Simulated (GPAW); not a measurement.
The system is HfB.

```
Hf B
1.0
     0.00000    2.31000    2.31000
     2.31000    0.00000    2.31000
     2.31000    2.31000    0.00000
Hf B
1 1
Direct
  0.50000 0.50000 0.50000
  0.00000 0.00000 0.00000
```

| Property | Result |
| --- | --- |
| Program | GPAW 26.7.0 |
| Task | relaxation of cell and atoms |
| Functional | PBEsol |
| Potentials or basis | PAW data sets generated in the run's folder for this functional |
| Cutoff | 800 eV |
| Basis | pw |
| k mesh | 10 × 10 × 10 |
| Occupations | fermi-dirac, width 0.05 eV |
| Spin | no spin polarisation |

At the start: pressure 25.6 GPa; volume 12.33 Å³/atom.

Q: Where does the relaxation end?

A: Over 4 steps the energy falls by 108.2 meV/atom and the volume is 13.80 Å³/atom (+12.0 %); space group Fm-3m (No. 225, to 0.05 Å).

The path:
| step | energy change (eV) | largest force (eV/Å) | pressure (GPa) | volume (Å³) |
| --- | --- | --- | --- | --- |
| 1 | 0.0000 | 0.0000 | 25.59 | 24.65 |
| 2 | -0.1328 | 0.0000 | 14.83 | 25.72 |
| 3 | -0.2156 | 0.0000 | 1.29 | 27.43 |
| 4 | -0.2164 | 0.0000 | 0.08 | 27.61 |

Final structure:
```cif
data_structure
_symmetry_space_group_name_H-M 'P 1'
_symmetry_Int_Tables_number 1
_cell_length_a 3.3925
_cell_length_b 3.3925
_cell_length_c 3.3925
_cell_angle_alpha 60.000
_cell_angle_beta 60.000
_cell_angle_gamma 60.000
_cell_volume 27.61
loop_
_atom_site_label
_atom_site_type_symbol
_atom_site_fract_x
_atom_site_fract_y
_atom_site_fract_z
_atom_site_occupancy
Hf1 Hf 0.50000 0.50000 0.50000 1
B1 B 0.00000 0.00000 0.00000 1
```

Caveat: later steps reuse the first step's grids.
